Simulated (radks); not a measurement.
# Exchange and kinetic functionals tested on atomic densities: La³⁺, Sn⁴⁺, B⁴⁺, Lu⁺, I⁵⁺, Li²⁺

Aim: take each self-consistent density and evaluate many functionals on it, against the exact exchange and kinetic energies of the same orbitals. Every spin shell is full or empty, so the densities are truly spherical.

Method: non-relativistic Kohn-Sham, PBE, spin-polarised, spherical densities, point nucleus; open shells are filled with parallel spins first. Code: radks (a radial shooting solver on a logarithmic mesh, Libxc functionals) version 1.

### 1 The system

* species: La³⁺ ([Xe]), Sn⁴⁺ ([Kr] 4d10), B⁴⁺ (1s1), Lu⁺ ([Xe] 4f14 6s2), I⁵⁺ ([Kr] 4d10 5s2), Li²⁺ (1s1)

### 2 La³⁺, [Xe]

The run's settings:

```text
Z 57
configuration [Xe]
relativity non-relativistic
functional pbe,pbe
spin polarised
nucleus point
```

### 3 Sn⁴⁺, [Kr] 4d10

The run's settings:

```text
Z 50
configuration [Kr] 4d10
relativity non-relativistic
functional pbe,pbe
spin polarised
nucleus point
```

### 4 B⁴⁺, 1s1

The run's settings:

```text
Z 5
configuration 1s1
relativity non-relativistic
functional pbe,pbe
spin polarised
nucleus point
```

### 5 Lu⁺, [Xe] 4f14 6s2

The run's settings:

```text
Z 71
configuration [Xe] 4f14 6s2
relativity non-relativistic
functional pbe,pbe
spin polarised
nucleus point
```

### 6 I⁵⁺, [Kr] 4d10 5s2

The run's settings:

```text
Z 53
configuration [Kr] 4d10 5s2
relativity non-relativistic
functional pbe,pbe
spin polarised
nucleus point
```

### 7 Li²⁺, 1s1

The run's settings:

```text
Z 3
configuration 1s1
relativity non-relativistic
functional pbe,pbe
spin polarised
nucleus point
```

**Question.** What will these runs give? Wanted: for each run, error in magnitude; La³⁺; Sn⁴⁺; B⁴⁺; Lu⁺; I⁵⁺; Li²⁺.

As calculated:

| error in magnitude (%) | La³⁺ | Sn⁴⁺ | B⁴⁺ | Lu⁺ | I⁵⁺ | Li²⁺ |
| --- | --- | --- | --- | --- | --- | --- |
| exchange, LDA | -4.63 | -4.92 | -14.19 | -3.81 | -4.78 | -14.16 |
| exchange, B88 | +0.02 | -0.03 | -0.80 | +0.30 | +0.02 | -0.74 |
| exchange, PBE | -0.43 | -0.48 | -2.01 | -0.12 | -0.42 | -1.95 |
| exchange, revPBE | -0.30 | -0.33 | -0.54 | -0.02 | -0.28 | -0.48 |
| exchange, AM05 | -4.33 | -4.57 | -10.98 | -3.59 | -4.45 | -10.95 |
| exchange, revTPSS | -0.94 | -0.95 | +0.04 | -0.69 | -0.93 | +0.06 |
| exchange, MS2 | -0.62 | -0.62 | +0.06 | -0.44 | -0.60 | +0.10 |
| exchange, Tao-Mo | -0.83 | -0.85 | +0.06 | -0.61 | -0.82 | +0.10 |
| exchange, TASK | -2.18 | -2.22 | +0.04 | -1.80 | -2.21 | +0.07 |
| kinetic, Thomas-Fermi | -5.14 | -5.29 | -8.37 | -4.86 | -5.21 | -8.48 |
| kinetic, von Weizsacker | -60.16 | -58.41 | +0.00 | -63.10 | -59.17 | -0.00 |
| kinetic, TF + vW/9 | -0.71 | -0.67 | +2.74 | -0.76 | -0.68 | +2.63 |
| kinetic, TF + vW/5 | +2.83 | +3.03 | +11.63 | +2.52 | +2.95 | +11.52 |
| kinetic, LC94 | +0.03 | +0.08 | +2.24 | -0.05 | +0.06 | +2.14 |
| kinetic, APBEK | +0.07 | +0.13 | +2.08 | -0.01 | +0.11 | +2.00 |
| kinetic, revAPBEK | +0.24 | +0.31 | +2.98 | +0.13 | +0.29 | +2.89 |
| kinetic, PG1 | +14.27 | +15.11 | +55.24 | +12.95 | +14.76 | +55.06 |
| kinetic, DePristo-Kress | -0.15 | -0.09 | +2.88 | -0.25 | -0.11 | +2.73 |

**Reading.** Negative means that the magnitude is too small. For exchange the mean absolute error is least for B88 (0.32 %) and largest for LDA (7.75 %). Among the orbital-free kinetic functionals APBEK (0.73 %) does best and von Weizsacker (40.14 %) worst. The functionals are evaluated on one density each, not self-consistently.
